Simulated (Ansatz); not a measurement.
**CH₇GaSSi: how energies converge with the basis set**

One table from this session's results is given with a row withheld; the runs are named, their logs left out.

The runs use Ansatz 0.2.0, Gaussian basis; one geometry, several basis sets.

Plan: PBE0-D4/def2-SVP; ωB97M-V/def2-SVP; PBE0-D4/def2-QZVPP; ωB97M-V/def2-QZVPP; the functionals' def2-TZVPP values are taken from earlier runs.

### Structure used throughout

An earlier PBE0-D4 in a triple-zeta def2 set relaxation fixed the geometry.

SMILES `C[SiH](S)[GaH2]`, 11 atoms, charge 0, spin multiplicity 1.

Atoms are counted from 1 here; the program's logs count them from 0.

Bond lengths: C1–Si2 1.869 Å, C1–H5 1.092 Å, C1–H6 1.093 Å, C1–H7 1.092 Å, Si2–S3 2.228 Å, Si2–Ga4 2.353 Å, Si2–H8 1.489 Å, S3–H9 1.344 Å, Ga4–H10 1.564 Å, Ga4–H11 1.570 Å. Angles: Si2–C1–H5 110.9°, Si2–C1–H6 109.7°, Si2–C1–H7 111.0°, H5–C1–H6 107.9°, H5–C1–H7 108.9°, H6–C1–H7 108.4°, C1–Si2–S3 110.5°, C1–Si2–Ga4 128.5°, C1–Si2–H8 110.7°, S3–Si2–Ga4 74.7°, S3–Si2–H8 101.6°, Ga4–Si2–H8 118.4°, Si2–S3–H9 94.4°, Si2–Ga4–H10 119.2°, Si2–Ga4–H11 117.2°, H10–Ga4–H11 122.9°.

Set-up of the first run:

in.yaml

```yaml
crystal:
  periodic: [false, false, false]
  atoms:
    - {symbol: C, position_ang: [-0.815458, 1.634208, 0.105870]}
    - {symbol: Si, position_ang: [0.367246, 0.340171, -0.542475]}
    - {symbol: S, position_ang: [1.580802, -0.512278, 1.120673]}
    - {symbol: Ga, position_ang: [0.058885, -1.989023, -0.677837]}
    - {symbol: H, position_ang: [-1.529034, 1.193536, 0.804788]}
    - {symbol: H, position_ang: [-1.380395, 2.065458, -0.725053]}
    - {symbol: H, position_ang: [-0.276038, 2.438501, 0.610638]}
    - {symbol: H, position_ang: [1.418805, 0.966605, -1.389492]}
    - {symbol: H, position_ang: [0.530091, -0.667617, 1.944566]}
    - {symbol: H, position_ang: [1.055590, -2.842610, -1.529322]}
    - {symbol: H, position_ang: [-1.010503, -2.626961, 0.277664]}
basis:
  gaussian: {orbitals: def2-SVP}
hamiltonian: {xc: pbe0, dispersion: d4}
output: {orbitals: {seedname: orbitals}}
```

On the command line:

```bash
$ ansatz run in.yaml --threads 4 --pin off --events-out ev --progress --plain --max-ram 10444MiB
```

Among the steps run: PBE0-D4 in def2-SVP; ωB97M-V in def2-SVP; PBE0-D4 in def2-QZVPP; ωB97M-V in def2-QZVPP.

One table of the session follows, with a row left open; its other results are not shown here.

It belongs to the step «Functionals by basis». 

```
functional       basis  HOMO (eV)
   PBE0-D4    def2-SVP      -6.71
   PBE0-D4  def2-TZVPP      -6.71
   PBE0-D4  def2-QZVPP      -6.71
   ωB97M-V    def2-SVP      -8.65
   ωB97M-V  def2-TZVPP          ?
   ωB97M-V  def2-QZVPP      -8.69
```

**Question.** Estimate the row for ωB97M-V, def2-TZVPP.

The run gave: HOMO (eV): -8.68. In the column «HOMO (eV)» it lies between ωB97M-V, def2-QZVPP (-8.69) and ωB97M-V, def2-SVP (-8.65).
